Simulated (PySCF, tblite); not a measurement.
# CH8F2O2Si3: dynamics, then NMR shifts on frames

Aim: move CH8F2O2Si3 (`FC(F)[SiH2]O[SiH2]O[SiH3]`) away from its starting geometry and see how NMR shifts follow the geometry.

Computed with tblite 0.8.0 and PySCF 2.14.0, with density-fitted response routines of our own, on a single molecule in the gas phase. Atoms count from 0, in the outputs and in this text.

### Step 1. Starting geometry

16 atoms, charge 0, multiplicity 1; geometry from: GFN2-xTB.

Bonds of the start (Å): F0–C1 1.37, C1–F2 1.37, C1–Si3 1.94, Si3–O4 1.61, O4–Si5 1.63, Si5–O6 1.61, O6–Si7 1.63, C1–H8 1.10, Si3–H9 1.46, Si3–H10 1.46, Si5–H11 1.45, Si5–H12 1.45, Si7–H13 1.47, Si7–H14 1.46, Si7–H15 1.46.

### Step 2. Thermal motion with GFN2-xTB

What the job is given:

```
{"job": {"kind": "md", "xc": "GFN2-xTB", "basis": "xTB", "temperature": 300, "steps": 2000, "every": 50, "frames": 5}, "charge": 0, "multiplicity": 1}
F     -0.792841    -0.105857    -1.991216
C     -1.529711     0.513629    -1.022653
F     -2.624197     1.019139    -1.662879
Si    -2.023551    -0.743790     0.365330
O     -0.690671    -1.116658     1.178751
Si     0.895912    -1.227395     1.551510
O      1.717656    -0.035474     0.854705
Si     2.181783     1.214263    -0.077564
H     -0.935605     1.375529    -0.685367
H     -2.532188    -1.946399    -0.281253
H     -2.928492    -0.050797     1.275563
H      1.371656    -2.488301     1.006622
H      0.951983    -1.016771     2.989100
H      1.429310     2.384270     0.384444
H      1.889777     0.885482    -1.468257
H      3.611581     1.348075     0.188903
```

Method: GFN2-xTB Langevin dynamics, gas phase.

Run with:

```console
> OMP_NUM_THREADS=1 python probes_run.py task.json out
```

The driver reads the jobs from task.json and runs them one after another.

Log:

```text
t/fs     T/K      E/eV
    0.0   244.0   -795.52289
   25.0   158.1   -795.34232
   50.0   208.2   -795.31144
   75.0   152.3   -795.12161
  100.0   241.6   -795.17625
  125.0   247.2   -795.06820
  150.0   262.1   -795.16606
  175.0   247.8   -795.16958
  200.0   299.2   -795.14672
  225.0   223.0   -795.09428
  250.0   277.7   -795.08597
  275.0   246.4   -795.04924
  300.0   283.7   -795.13565
  325.0   307.9   -795.21879
  350.0   325.5   -795.20279
  375.0   330.2   -795.19918
  400.0   289.9   -795.03248
  425.0   283.7   -795.04627
  450.0   271.5   -795.06022
  475.0   266.0   -795.05515
  500.0   257.9   -795.12918
  525.0   258.7   -795.09471
  550.0   257.8   -795.00922
  575.0   246.6   -795.11178
  600.0   296.5   -795.15260
  625.0   231.6   -795.06375
  650.0   244.3   -795.17461
  675.0   280.4   -795.17803
  700.0   311.8   -795.12039
  725.0   300.3   -795.12677
  750.0   318.4   -795.14680
  775.0   265.1   -794.97965
  800.0   329.1   -795.03402
  825.0   314.8   -795.05999
  850.0   231.2   -794.93167
  875.0   290.9   -795.06580
  900.0   268.0   -795.02710
  925.0   271.8   -794.87775
  950.0   379.8   -795.07060
  975.0   349.2   -794.99334
 1000.0   270.8   -795.07979
```

Wall time 14 s (1 thread of Arm Neoverse V2, shared host); peak memory 0.18 GiB.

Distance from the start (root mean square after alignment): 0 fs 0.00 Å, 200 fs 0.43 Å, 400 fs 0.80 Å, 600 fs 1.23 Å, 800 fs 1.17 Å, 1000 fs 1.31 Å.

Positions (Å) and forces (eV/Å) at 1000 fs:

```xyz
16

F    -0.995    0.586   -1.211   -0.502    0.223    0.381
C    -2.088    0.819   -0.365    0.149   -1.894   -2.601
F    -3.063    1.292   -1.187   -0.241   -0.260   -0.062
Si   -2.435   -0.805    0.559    0.174    0.275    0.576
O    -1.058   -1.235    1.256   -0.315   -0.153    0.005
Si    0.567   -1.352    1.407    0.006   -0.522   -0.534
O     1.124    0.135    1.555    0.208    0.689    0.197
Si    1.839    1.512    2.111   -0.134   -0.299   -0.697
H    -1.842    1.595    0.234    1.057    2.561    2.020
H    -3.063   -1.642   -0.389   -0.143   -0.905   -0.711
H    -3.349   -0.470    1.607   -0.368    0.132    0.621
H     0.952   -2.011    0.142    0.131    0.303    0.359
H     0.875   -2.098    2.623   -0.177    0.045   -0.027
H     2.999    1.574    1.220    0.072    0.110    0.145
H     2.136    1.211    3.497    0.050    0.110    0.223
H     0.995    2.712    1.906    0.032   -0.414    0.105
```

### Step 3. Nuclear shieldings: 250 fs, PBE0/pcSseg-1

What the job is given:

```
{"job": {"kind": "nmr", "xc": "PBE0", "basis": "pcSseg-1", "pop": false}, "charge": 0, "multiplicity": 1}
F     -1.367300     0.105700    -1.744600
C     -2.015300     0.186000    -0.534200
F     -3.202200     0.760400    -0.866700
Si    -2.089700    -1.477000     0.334700
O     -0.913300    -1.353000     1.416300
Si     0.689700    -1.148200     1.573800
O      1.193500    -0.097400     0.477500
Si     1.903500     1.234200    -0.236000
H     -1.394100     0.988300     0.010900
H     -1.921700    -2.498200    -0.749400
H     -3.214700    -1.371600     1.277100
H      1.269800    -2.372300     1.127400
H      0.984300    -0.592600     2.889500
H      0.993900     2.417300     0.157600
H      2.197600     0.803900    -1.619500
H      3.122500     1.542200     0.478400
```

Method: GIAO PBE0/pcSseg-1 NMR shielding, non-relativistic, gas phase.

Log:

```text
coarse grid: 15264 points
cycle   1  E = -1260.4952323219  dE =  9.307e-01  |g| = 1.197e+00  |ddm| = 3.641e+00
cycle   2  E = -1260.1002993674  dE =  3.949e-01  |g| = 1.897e+00  |ddm| = 2.178e+00
cycle   3  E = -1260.7330831047  dE = -6.328e-01  |g| = 1.041e-01  |ddm| = 1.560e+00
cycle   4  E = -1260.7345750022  dE = -1.492e-03  |g| = 6.806e-02  |ddm| = 1.415e-01
cycle   5  E = -1260.7352521922  dE = -6.772e-04  |g| = 1.257e-02  |ddm| = 4.274e-02
cycle   6  E = -1260.7352775458  dE = -2.535e-05  |g| = 2.172e-03  |ddm| = 9.720e-03
cycle   7  E = -1260.7352783367  dE = -7.909e-07  |g| = 7.506e-04  |ddm| = 2.038e-03
final grid: 135592 points
cycle   8  E = -1260.8142193233  dE = -2.698e-05  |g| = 1.042e-02  |ddm| = 1.900e-02
cycle   9  E = -1260.8141956491  dE =  2.367e-05  |g| = 1.574e-02  |ddm| = 1.639e-02
cycle  10  E = -1260.8142380652  dE = -4.242e-05  |g| = 6.507e-04  |ddm| = 1.006e-02
cycle  11  E = -1260.8142381392  dE = -7.398e-08  |g| = 2.786e-04  |ddm| = 7.266e-04
cycle  12  E = -1260.8142381535  dE = -1.429e-08  |g| = 8.708e-05  |ddm| = 2.069e-04
cycle  13  E = -1260.8142381545  dE = -1.028e-09  |g| = 2.100e-05  |ddm| = 5.955e-05
cycle  14  E = -1260.8142381546  dE = -7.321e-11  |g| = 4.580e-06  |ddm| = 1.771e-05
converged SCF energy = -1260.8142381546

GIAO shielding tensors (ppm)
atom      isotropic    diamagn.    paramagn.     s11        s22        s33       span
  0 F      323.329     477.573    -154.243    192.043    334.803    443.142    251.099
  1 C       54.384     250.399    -196.015     40.874     58.219     64.059     23.185
  2 F      316.434     470.626    -154.192    196.547    310.765    441.990    245.443
  3 Si     378.928     880.319    -501.391    349.681    373.253    413.851     64.170
  4 O      270.459     402.268    -131.809    213.503    264.455    333.419    119.916
  5 Si     392.844     882.167    -489.323    381.113    392.322    405.097     23.984
  6 O      291.499     401.455    -109.957    228.454    286.951    359.091    130.637
  7 Si     388.862     879.375    -490.513    347.941    355.496    463.149    115.208
  8 H       24.185      33.046      -8.861     21.495     24.321     26.739      5.244
  9 H       25.902      28.292      -2.390     23.120     24.321     30.265      7.145
 10 H       26.173      27.594      -1.421     22.282     24.850     31.388      9.106
 11 H       27.036      30.669      -3.633     23.117     25.093     32.899      9.781
 12 H       26.655      29.413      -2.758     22.792     24.623     32.551      9.759
 13 H       25.299      29.323      -4.025     22.089     24.549     29.258      7.170
 14 H       26.045      29.524      -3.478     22.816     24.548     30.772      7.956
 15 H       26.620      28.944      -2.324     23.296     25.052     31.513      8.217
```

Run time: 28 s. Hardware: 1 thread of Arm Neoverse V2, shared host; peak memory 0.88 GiB.

The references, computed at this level on geometries of the same kind, shield at (ppm): ¹H TMS 31.72, ¹³C TMS 186.9, ²⁹Si TMS 349.2, ¹⁹F CFCl3 170.9, ¹⁷O H2O 336.1. Their shielding less the atom's gives the shift. The references are single molecules in the gas phase, so shifts against H2O, NH3, PH3, H3PO4 or CFCl3 are not on the usual liquid scales and can be off by tens of ppm. Each atom is listed at this fixed geometry, with no averaging over motion; a spectrum would average atoms that exchange fast.

```csv
atoms,environment,σ (ppm),δ (ppm)
C1,sp3 CH bonded to 2 F and Si,54.4,132.5
H8,hydrogen on an sp3 CH bonded to 2 F and Si,24.18,7.53
H13,hydrogen on a silicon bonded to O,25.30,6.42
H9,"hydrogen on a silicon bonded to C, O",25.90,5.82
H14,hydrogen on a silicon bonded to O,26.05,5.67
H10,"hydrogen on a silicon bonded to C, O",26.17,5.54
H15,hydrogen on a silicon bonded to O,26.62,5.10
H12,hydrogen on a silicon bonded to 2 O,26.66,5.06
H11,hydrogen on a silicon bonded to 2 O,27.04,4.68
F2,fluorine of a CF2 group,316.4,-145.5
F0,fluorine of a CF2 group,323.3,-152.4
Si3,"silicon bonded to C, O, 2 H",378.9,-29.8
Si7,"silicon bonded to O, 3 H",388.9,-39.7
Si5,"silicon bonded to 2 O, 2 H",392.8,-43.7
O4,oxygen bonded to 2 Si,270.5,65.6
O6,oxygen bonded to 2 Si,291.5,44.6
```

### Step 4. Nuclear shieldings: 425 fs, PBE0/pcSseg-1

What the job is given:

```
{"job": {"kind": "nmr", "xc": "PBE0", "basis": "pcSseg-1", "pop": false}, "charge": 0, "multiplicity": 1}
F     -1.671000    -0.066300    -1.493400
C     -2.368800     0.383200    -0.431200
F     -3.504300     1.008000    -0.740400
Si    -2.777500    -1.013900     0.918400
O     -1.396400    -1.637100     1.339800
Si     0.229500    -1.633700     1.558300
O      0.967000    -0.264200     1.027700
Si     1.618500     0.965200     0.145000
H     -1.712700     1.117900     0.139600
H     -3.811600    -1.920100     0.381400
H     -3.174600    -0.200300     2.061700
H      0.679700    -2.885200     1.035800
H      0.440500    -1.427300     3.030200
H      0.581300     1.420600    -0.782200
H      2.840100     0.508800    -0.516900
H      1.719900     2.026600     1.200300
```

Method: GIAO PBE0/pcSseg-1 NMR shielding, non-relativistic, gas phase.

Log:

```text
coarse grid: 15264 points
cycle   1  E = -1260.5154529011  dE =  9.028e-01  |g| = 1.168e+00  |ddm| = 3.671e+00
cycle   2  E = -1260.1456003341  dE =  3.699e-01  |g| = 1.839e+00  |ddm| = 2.034e+00
cycle   3  E = -1260.7393949934  dE = -5.938e-01  |g| = 1.136e-01  |ddm| = 1.460e+00
cycle   4  E = -1260.7411981302  dE = -1.803e-03  |g| = 6.981e-02  |ddm| = 1.392e-01
cycle   5  E = -1260.7419044940  dE = -7.064e-04  |g| = 1.266e-02  |ddm| = 4.181e-02
cycle   6  E = -1260.7419298376  dE = -2.534e-05  |g| = 3.764e-03  |ddm| = 1.152e-02
cycle   7  E = -1260.7419320155  dE = -2.178e-06  |g| = 1.375e-03  |ddm| = 3.277e-03
final grid: 135592 points
cycle   8  E = -1260.8200424017  dE = -2.209e-05  |g| = 1.063e-02  |ddm| = 1.703e-02
cycle   9  E = -1260.8200160375  dE =  2.636e-05  |g| = 1.631e-02  |ddm| = 1.673e-02
cycle  10  E = -1260.8200612662  dE = -4.523e-05  |g| = 5.008e-04  |ddm| = 1.045e-02
cycle  11  E = -1260.8200613025  dE = -3.632e-08  |g| = 2.473e-04  |ddm| = 5.782e-04
cycle  12  E = -1260.8200613137  dE = -1.121e-08  |g| = 6.321e-05  |ddm| = 1.757e-04
cycle  13  E = -1260.8200613142  dE = -5.034e-10  |g| = 1.678e-05  |ddm| = 4.292e-05
converged SCF energy = -1260.8200613142

GIAO shielding tensors (ppm)
atom      isotropic    diamagn.    paramagn.     s11        s22        s33       span
  0 F      340.591     478.754    -138.164    237.267    321.269    463.236    225.970
  1 C       62.759     250.986    -188.227     48.479     67.241     72.557     24.078
  2 F      341.134     469.743    -128.609    241.134    308.183    474.084    232.950
  3 Si     390.606     880.324    -489.718    355.092    383.976    432.749     77.657
  4 O      280.632     402.417    -121.785    233.240    249.736    358.921    125.681
  5 Si     395.930     879.650    -483.720    382.419    395.767    409.605     27.186
  6 O      288.710     401.375    -112.665    231.014    261.991    373.124    142.110
  7 Si     388.592     880.689    -492.098    353.192    355.957    456.625    103.432
  8 H       24.639      33.697      -9.058     21.650     25.450     26.817      5.167
  9 H       26.346      27.176      -0.830     23.155     24.717     31.167      8.012
 10 H       26.714      29.033      -2.319     23.184     25.329     31.631      8.447
 11 H       26.834      29.469      -2.635     23.117     24.678     32.706      9.590
 12 H       26.127      27.869      -1.742     22.233     24.513     31.636      9.403
 13 H       26.228      32.861      -6.632     21.874     27.143     29.668      7.794
 14 H       26.325      29.618      -3.293     23.061     24.417     31.495      8.434
 15 H       25.823      29.379      -3.556     22.520     24.184     30.764      8.244
```

Run time: 27 s. Hardware: 1 thread of Arm Neoverse V2, shared host; peak memory 0.9 GiB.

In short: δ C1 124.2, F0 -169.6, F2 -170.2, Si7 -39.4, H8 7.08, H15 5.89 ppm.

[end of part 1 of 2]
